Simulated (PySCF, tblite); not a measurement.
**C₂H₇NSeSi₂: geometry, infrared bands and NMR shifts**

Wanted: the infrared bands and NMR shifts of C₂H₇NSeSi₂ (`N#CC[SiH2][Se][SiH3]`), by calculation.

The runs use tblite 0.8.0 and PySCF 2.14.0, with density-fitted response routines of our own; the level of theory stands in each step. All values are computed, except where a source is named. Atoms are numbered from 0 throughout.

### Step 1. The starting structure

13 atoms, charge 0, multiplicity 1; geometry from: force field or distance geometry start.

Bonds of the start (Å): N0–C1 1.16, C1–C2 1.48, C2–Si3 1.85, Si3–Se4 2.30, Se4–Si5 2.29, C2–H6 1.10, C2–H7 1.09, Si3–H8 1.46, Si3–H9 1.47, Si5–H10 1.47, Si5–H11 1.48, Si5–H12 1.49.

### Step 2. Geometry optimisation with GFN2-xTB

The job: settings as JSON, then the geometry in Å.

```
{"job": {"kind": "relax", "xc": "GFN2-xTB", "basis": "xTB"}, "charge": 0, "multiplicity": 1}
N     -1.232400     2.281700    -1.327100
C     -1.523000     1.397800    -0.627600
C     -1.851100     0.287500     0.292000
Si    -0.876600    -1.195800    -0.217900
Se     0.913100    -1.317500     1.225300
Si     2.502500     0.080900     0.354300
H     -1.555100     0.629200     1.292400
H     -2.916600     0.046100     0.248800
H     -0.339600    -0.946100    -1.547500
H     -1.635200    -2.457200    -0.167000
H      1.894300     0.834800    -0.747500
H      3.647400    -0.687700    -0.186900
H      2.967800     1.046700     1.391000
```

Started as:

```
$ OMP_NUM_THREADS=1 python probes_run.py task.json out
```

The driver reads the jobs from task.json and runs them one after another.

**Question.** This job is followed by: GFN2-xTB harmonic vibrations, gas phase; GIAO PBE0/pcSseg-1 NMR shielding, non-relativistic, gas phase. Predict these results of the whole session: strongest single infrared mode (GFN2-xTB); zero-point energy (GFN2-xTB); 13C shifts against TMS (PBE0/pcSseg-1); 1H shifts against TMS (PBE0/pcSseg-1, means over atoms taken as alike); 15N shifts against NH3 (PBE0/pcSseg-1); 29Si shifts against TMS (PBE0/pcSseg-1); 77Se shifts against Me2Se (PBE0/pcSseg-1); surface potential, 1st and 99th percentile.

**Answer**, as computed:

```
                                                              quantity                 value
                             strongest single infrared mode (GFN2-xTB)  743 cm⁻¹, 436 km/mol
                                          zero-point energy (GFN2-xTB)         48.5 kcal/mol
                                13C shifts against TMS (PBE0/pcSseg-1)        125.1, 4.9 ppm
1H shifts against TMS (PBE0/pcSseg-1, means over atoms taken as alike)  5.11, 5.06, 1.72 ppm
                                15N shifts against NH3 (PBE0/pcSseg-1)             301.7 ppm
                               29Si shifts against TMS (PBE0/pcSseg-1)      -21.7, -54.0 ppm
                             77Se shifts against Me2Se (PBE0/pcSseg-1)              -621 ppm
                                 surface potential, 1st and 99th percentile    -1.65 V and 1.58 V
```

**Reading.** Over 169 steps the energy fell by 0.301 eV; of the close pairs, C2–Si3 changed most, 1.847 to 1.926 Å. No mode is imaginary among the 33: a minimum at this level. Unscaled tight-binding wavenumbers are off by several per cent, some by more. Its intensities can rank the bands wrongly. C1 (nitrile carbon) lies farthest downfield among carbon, at 125.1 ppm; C≡N carbons fall here, among the sp2 signals but without a proton. At PBE0/pcSseg-1: The largest span, 503 ppm, is at N0, where the paramagnetic term is -375 ppm. At PBE0/pcSseg-1, counted by nearest atom on the grid, the HOMO lies on Se4 80 %, the LUMO on Se4 20 %; Si5 15 %. Spin-orbit coupling is left out, which matters for shieldings and couplings at and beside the heavy atoms.
